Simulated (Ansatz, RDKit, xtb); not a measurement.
# CH7B3FN3O: ranking a sample of isomers, part 2 of 2

Which of a sample of isomers of CH7B3FN3O is the most stable in the gas at 298.15 K, and what are its properties? The sample is small against all isomers, and the most stable one of this formula need not be in it.

xtb, Ansatz and PySCF; isolated molecules.

### Step 7. Are they minima? Harmonic frequencies

The lowest few go on as finalists. In this search the thermal terms come from GFN2-xTB at its own nearest minimum. The first, c304d:

start.xyz reads:

```xyz
16
c304d
C      3.399926     1.409364    -0.715148
B      1.201542     1.314096     0.320111
B     -1.068584     1.365697     1.425961
B     -0.181973    -0.773421     0.463626
F     -0.333747    -2.094382     0.206017
N      0.137427     2.007462     1.006110
N     -1.206984    -0.037176     1.141141
N      1.011920    -0.093446     0.059273
O      2.325100     2.027318    -0.042833
H      3.861062     0.593792    -0.111309
H      4.181304     2.171461    -0.906920
H      3.092574     0.982637    -1.697937
H      0.266667     3.002482     1.192977
H     -1.946377     1.980246     2.002507
H     -2.055383    -0.526438     1.426951
H      1.730410    -0.635702    -0.422032
```

On the command line:

```sh
$ xtb start.xyz --gfn 2 --ohess tight
```

The program printed (excerpt; [...] marks lines left out):

```text
* xtb version 6.7.1
[...]
          :  # basis functions                  43          :
[...]
          :  # electrons                        48          :
[...]
          :  Hamiltonian                  GFN2-xTB          :
[...]
          :  net charge                          0          :
          :  unpaired electrons                  0          :
[...]
   *** convergence criteria satisfied after 12 iterations ***
[...]
   *** GEOMETRY OPTIMIZATION CONVERGED AFTER 7 ITERATIONS ***
[...]
   *** convergence criteria satisfied after 3 iterations ***
[...]
         ::                     SUMMARY                     ::
         :::::::::::::::::::::::::::::::::::::::::::::::::::::
         :: total energy             -27.263846762474 Eh    ::
         :: gradient norm              0.000133983466 Eh/a0 ::
         :: HOMO-LUMO gap              5.874959539251 eV    ::
         ::.................................................::
         :: SCC energy               -27.520394835473 Eh    ::
         :: -> isotropic ES            0.132253177564 Eh    ::
         :: -> anisotropic ES          0.008355524328 Eh    ::
         :: -> anisotropic XC          0.000411704458 Eh    ::
         :: -> dispersion             -0.010241668840 Eh    ::
         :: repulsion energy           0.256548072999 Eh    ::
         :: add. restraining           0.000000000000 Eh    ::
         :: total charge               0.000000000000 e     ::
         :::::::::::::::::::::::::::::::::::::::::::::::::::::
[...]
        24        2.0000           -0.3931954             -10.6994 (HOMO)
        25                         -0.1772944              -4.8244 (LUMO)
[...]
molecular dipole:
                 x           y           z       tot (Debye)
 q only:        0.367       0.529      -0.044
   full:        0.547       0.323      -0.183       1.679
molecular quadrupole (traceless):
[...]
          | TOTAL ENERGY              -27.263846762483 Eh   |
          | TOTAL ENTHALPY            -27.137956103404 Eh   |
          | TOTAL FREE ENERGY         -27.182015798090 Eh   |
          | GRADIENT NORM               0.000134169023 Eh/α |
[...]
```

It took 1.3 s on 2 threads of AMD EPYC (Zen 3), shared host; peak memory 0.11 GiB.

### Step 8. Thermal terms of the finalists

As xtb prints them, at 298.15 K, with its own treatment of low modes:

| label | SMILES | spin | lowest mode (cm⁻¹) | zero-point (kcal/mol) | G − E (kcal/mol) |
| --- | --- | --- | --- | --- | --- |
| c304d | COB1NBNB(F)N1 | singlet | 97 | 72.7 | 51.3 |
| c406a | CON1BNB(F)NB1 | singlet | 73 | 71.3 | 50.1 |
| c136d | CON1BNBNB1F | singlet | 61 | 71.3 | 50.1 |

### Step 9. Energies at the top level

Single points at CCSD(T)/def2-SVP + MP2/def2-TZVPP - MP2/def2-SVP on the refined geometries decide the order.

c304d, CCSD(T)/def2-SVP:

input.yaml reads:

```yaml
crystal:
  periodic: [false, false, false]
  atoms:
    - {symbol: C, position_ang: [3.399926, 1.409364, -0.715148]}
    - {symbol: B, position_ang: [1.201542, 1.314096, 0.320111]}
    - {symbol: B, position_ang: [-1.068584, 1.365697, 1.425961]}
    - {symbol: B, position_ang: [-0.181973, -0.773421, 0.463626]}
    - {symbol: F, position_ang: [-0.333747, -2.094382, 0.206017]}
    - {symbol: "N", position_ang: [0.137427, 2.007462, 1.006110]}
    - {symbol: "N", position_ang: [-1.206984, -0.037176, 1.141141]}
    - {symbol: N, position_ang: [1.011920, -0.093446, 0.059273]}
    - {symbol: O, position_ang: [2.325100, 2.027318, -0.042833]}
    - {symbol: H, position_ang: [3.861062, 0.593792, -0.111309]}
    - {symbol: H, position_ang: [4.181304, 2.171461, -0.906920]}
    - {symbol: H, position_ang: [3.092574, 0.982637, -1.697937]}
    - {symbol: H, position_ang: [0.266667, 3.002482, 1.192977]}
    - {symbol: H, position_ang: [-1.946377, 1.980246, 2.002507]}
    - {symbol: H, position_ang: [-2.055383, -0.526438, 1.426951]}
    - {symbol: H, position_ang: [1.730410, -0.635702, -0.422032]}
basis:
  gaussian: {orbitals: def2-SVP}
correlation: {method: ccsd_t, frozen_orbitals: {"N": 1, B: 1, F: 1, H: 0, O: 1, C: 1}}
```

On the command line:

```sh
$ ansatz run input.yaml --threads 2 --pin off --max-ram 5220MiB --events-out events.jsonl --progress --plain --runs-dir runs
```

The program printed (excerpt; [...] marks lines left out):

```text
Warning: RAYON_NUM_THREADS=2 ignored (pool sized by the plan → 2); use --threads N
Functional definition: HF
  name "HF"
[...]
1620 factors; integrals over basis functions are off by at most 1.2e-3 eV
[...]
mean field -12345.56182044 eV, -453.6910287788 hartree, gradient 1.5e-6 eV, S^2 0.000000; 0 other end points of the search recorded, 0 dependent functions left out
9 core orbitals not correlated: weight in the atoms' cores, before any rotation towards them, 1.000 or more for the frozen orbitals, at most 0.000 for the correlated occupied ones
reference -12345.56182044 eV, -453.6910287788 hartree; 24, 24 occupied and 128, 128 virtual orbitals, 1620 factors
second order -33.49214364 eV of doubles, -0.00000000 eV of singles
cycle   1  -34.08026753 eV  change   -5.9e-1 eV  update   1.3e-1
[...]
cycle   9  -35.05148328 eV  change   -1.7e-5 eV  update   2.9e-5
perturbative correction -1.00077935 eV, -0.0367779626 hartree
Total energy: -12381.61408307 eV, -455.0159249932 hartree
```

It took 4.4 min on 2 threads of AMD EPYC (Zen 3), shared host; peak memory 1.9 GiB.

### Step 10. c304d at MP2/def2-TZVPP

input.yaml reads:

```yaml
basis:
  gaussian:
    orbitals: def2-TZVPP
crystal:
  periodic: [false, false, false]
  atoms:
    - symbol: C
      position_ang: [3.399926, 1.409364, -0.715148]
    - symbol: B
      position_ang: [1.201542, 1.314096, 0.320111]
    - symbol: B
      position_ang: [-1.068584, 1.365697, 1.425961]
    - symbol: B
      position_ang: [-0.181973, -0.773421, 0.463626]
    - symbol: F
      position_ang: [-0.333747, -2.094382, 0.206017]
    - symbol: N
      position_ang: [0.137427, 2.007462, 1.006110]
    - symbol: N
      position_ang: [-1.206984, -0.037176, 1.141141]
    - symbol: N
      position_ang: [1.011920, -0.093446, 0.059273]
    - symbol: O
      position_ang: [2.325100, 2.027318, -0.042833]
    - symbol: H
      position_ang: [3.861062, 0.593792, -0.111309]
    - symbol: H
      position_ang: [4.181304, 2.171461, -0.906920]
    - symbol: H
      position_ang: [3.092574, 0.982637, -1.697937]
    - symbol: H
      position_ang: [0.266667, 3.002482, 1.192977]
    - symbol: H
      position_ang: [-1.946377, 1.980246, 2.002507]
    - symbol: H
      position_ang: [-2.055383, -0.526438, 1.426951]
    - symbol: H
      position_ang: [1.730410, -0.635702, -0.422032]
correlation:
  method: mp2
  frozen_orbitals: {"N": 1, B: 1, F: 1, H: 0, O: 1, C: 1}
```

On the command line:

```sh
$ ansatz run input.yaml --threads 2 --pin off --max-ram 5220MiB --events-out events.jsonl --progress --plain --runs-dir runs
```

The program printed:

```text
Warning: RAYON_NUM_THREADS=2 ignored (pool sized by the plan → 2); use --threads N
[... 2 set-up lines as earlier in the session ...]
  exchange = exact_x
  correlation = 0
2306 factors; integrals over basis functions are off by at most 1.3e-3 eV
mean field evaluation 1: about -12352.0244 eV, gradient 6.1e1 eV
mean field evaluation 2: about -12352.3384 eV, gradient 6.1e1 eV
mean field evaluation 4: about -12359.7956 eV, gradient 4.9e0 eV
mean field evaluation 8: about -12359.8826 eV, gradient 3.5e-1 eV
mean field -12359.88292511 eV, -454.2173196682 hartree, gradient 1.5e-6 eV, S^2 0.000000; 0 other end points of the search recorded, 0 dependent functions left out
9 core orbitals not correlated: weight in the atoms' cores, before any rotation towards them, 1.000 or more for the frozen orbitals, at most 0.000 for the correlated occupied ones
reference -12359.88292511 eV, -454.2173196682 hartree; 24, 24 occupied and 344, 344 virtual orbitals, 2306 factors
second order -42.03721294 eV of doubles, -0.00000000 eV of singles
Total energy: -12401.92013805 eV, -455.7621587499 hartree
```

It took 61 s on 2 threads of AMD EPYC (Zen 3), shared host; peak memory 1.5 GiB.

### Step 11. c406a at CCSD(T)/def2-SVP

input.yaml reads:

```yaml
crystal:
  periodic: [false, false, false]
  atoms:
    - {symbol: C, position_ang: [1.927274, 1.957923, -0.727053]}
    - {symbol: B, position_ang: [-1.065103, 1.225228, 0.083344]}
    - {symbol: B, position_ang: [-2.105361, -0.950574, -0.621346]}
    - {symbol: B, position_ang: [0.391009, -0.813311, -0.371417]}
    - {symbol: F, position_ang: [-3.208498, -1.672550, -0.916969]}
    - {symbol: N, position_ang: [0.209293, 0.565387, -0.005922]}
    - {symbol: "N", position_ang: [-2.211224, 0.427790, -0.241012]}
    - {symbol: "N", position_ang: [-0.802056, -1.545169, -0.680912]}
    - {symbol: O, position_ang: [1.355393, 1.296001, 0.388661]}
    - {symbol: H, position_ang: [2.256099, 1.237158, -1.511479]}
    - {symbol: H, position_ang: [1.218405, 2.687959, -1.182596]}
    - {symbol: H, position_ang: [2.809949, 2.500838, -0.336694]}
    - {symbol: H, position_ang: [-1.146281, 2.390433, 0.407573]}
    - {symbol: H, position_ang: [-3.138676, 0.852096, -0.192931]}
    - {symbol: H, position_ang: [-0.724526, -2.527991, -0.946559]}
    - {symbol: H, position_ang: [1.496162, -1.309188, -0.417770]}
basis:
  gaussian: {orbitals: def2-SVP}
correlation: {method: ccsd_t, frozen_orbitals: {"N": 1, B: 1, F: 1, H: 0, O: 1, C: 1}}
```

On the command line:

```sh
$ ansatz run input.yaml --threads 2 --pin off --max-ram 5220MiB --events-out events.jsonl --progress --plain --runs-dir runs
```

The program printed (excerpt; [...] marks lines left out):

```text
Warning: RAYON_NUM_THREADS=2 ignored (pool sized by the plan → 2); use --threads N
[... 2 set-up lines as earlier in the session ...]
[...]
1623 factors; integrals over basis functions are off by at most 1.4e-3 eV
[...]
mean field -12341.83145581 eV, -453.5539404071 hartree, gradient 1.1e-6 eV, S^2 0.000000; 0 other end points of the search recorded, 0 dependent functions left out
9 core orbitals not correlated: weight in the atoms' cores, before any rotation towards them, 1.000 or more for the frozen orbitals, at most 0.000 for the correlated occupied ones
reference -12341.83145581 eV, -453.5539404071 hartree; 24, 24 occupied and 128, 128 virtual orbitals, 1623 factors
second order -33.62552970 eV of doubles, -0.00000000 eV of singles
cycle   1  -34.22925786 eV  change   -6.0e-1 eV  update   1.3e-1
[...]
cycle   9  -35.27722931 eV  change   -3.5e-5 eV  update   3.6e-5
perturbative correction -1.05889868 eV, -0.0389138087 hartree
Total energy: -12378.16758380 eV, -454.8892684813 hartree
```

Wall time 4.6 min (2 threads of AMD EPYC (Zen 3), shared host); peak memory 1.9 GiB.

### Step 12. The ranking

Energies in kcal/mol from c304d; G adds the thermal terms to the CCSD(T)/def2-SVP + MP2/def2-TZVPP - MP2/def2-SVP energy. The columns left of the relaxed level are at the tight-binding geometries.

| label | SMILES | spin | GFN2-xTB | HF/STO-3G | r2SCAN-D4/def2-SVP | PBE-D3(BJ)/def2-SVP | HF/def2-SVP | MP2/def2-SVP | CCSD(T)/def2-SVP + MP2/def2-TZVPP - MP2/def2-SVP | G | share at equilibrium | T1 |
| --- | --- | --- | --- | --- | --- | --- | --- | --- | --- | --- | --- | --- |
| c304d | COB1NBNB(F)N1 | singlet | 0.0 | 0.0 | 0.0 | 0.0 | 0.0 | 0.0 | 0.0 | 0.0 | 100.0 % | 0.014 |
| c406a | CON1BNB(F)NB1 | singlet | 51.8 | 58.1 | 80.2 | 75.6 | 86.0 | 82.9 | 79.8 | 78.5 | < 0.1 % | 0.015 |
| c136d | CON1BNBNB1F | singlet | 53.7 | 58.9 | 81.4 | 76.8 | 87.2 | 84.2 | 81.1 | 79.8 | < 0.1 % | 0.015 |

Lowest found: c304d, `COB1NBNB(F)N1`, a singlet. Bond lengths: B4–F5 1.354 Å, B2–N6 1.443 Å, B3–N6 1.429 Å, B3–N7 1.438 Å, B4–N7 1.432 Å, B2–N8 1.444 Å, B4–N8 1.432 Å, C1–O9 1.410 Å, B2–O9 1.379 Å, C1–H10 1.115 Å, C1–H11 1.108 Å, C1–H12 1.115 Å, N6–H13 1.021 Å, B3–H14 1.217 Å, N7–H15 1.020 Å, N8–H16 1.021 Å. Some angles: F5–B4–N7 120.7°, F5–B4–N8 120.2°, N7–B4–N8 119.1°, B2–N6–B3 123.1°, N6–B2–N8 117.2°, N6–B2–O9 118.5°, N8–B2–O9 124.3°, N6–B3–N7 117.5°, B3–N7–B4 121.7°, B2–N8–B4 121.4°.

```xyz
16

C     3.3999    1.4094   -0.7151
B     1.2015    1.3141    0.3201
B    -1.0686    1.3657    1.4260
B    -0.1820   -0.7734    0.4636
F    -0.3337   -2.0944    0.2060
N     0.1374    2.0075    1.0061
N    -1.2070   -0.0372    1.1411
N     1.0119   -0.0934    0.0593
O     2.3251    2.0273   -0.0428
H     3.8611    0.5938   -0.1113
H     4.1813    2.1715   -0.9069
H     3.0926    0.9826   -1.6979
H     0.2667    3.0025    1.1930
H    -1.9464    1.9802    2.0025
H    -2.0554   -0.5264    1.4270
H     1.7304   -0.6357   -0.4220
```

### Step 13. Outcome

What follows sums up all 2 parts.

```
                                 quantity                                                                                                                value
                   lowest structure found                                                                                               COB1NBNB(F)N1, singlet
                            next finalist                                                                    CON1BNB(F)NB1, singlet, 78.5 kcal/mol higher in G
share at equilibrium, among the finalists                                                                                                              100.0 %
                                   funnel  12 starts, 4 minima at GFN2-xTB from these starts (6 with those found later), 6 screening runs, 3 relaxed, 3 ranked
                     CPU time of all runs                                                                                                               39 min
```

The lowest structure found is `COB1NBNB(F)N1`. Among the finalists first place is clear (78.5 kcal/mol); structures outside the list aren't covered. GFN2-xTB, HF/STO-3G, r2SCAN-D4/def2-SVP, PBE-D3(BJ)/def2-SVP, HF/def2-SVP and MP2/def2-SVP already put its bonding pattern lowest among the structures in one piece. The largest share of the time went into the final energies (82 % of the CPU time that the search's summary counts). Lowest found is not proven lowest: the search is finite, and each finalist counts with one conformer. Only 3 drawn patterns were tried, so whole families of isomers are missing, and the result ranks this sample alone.
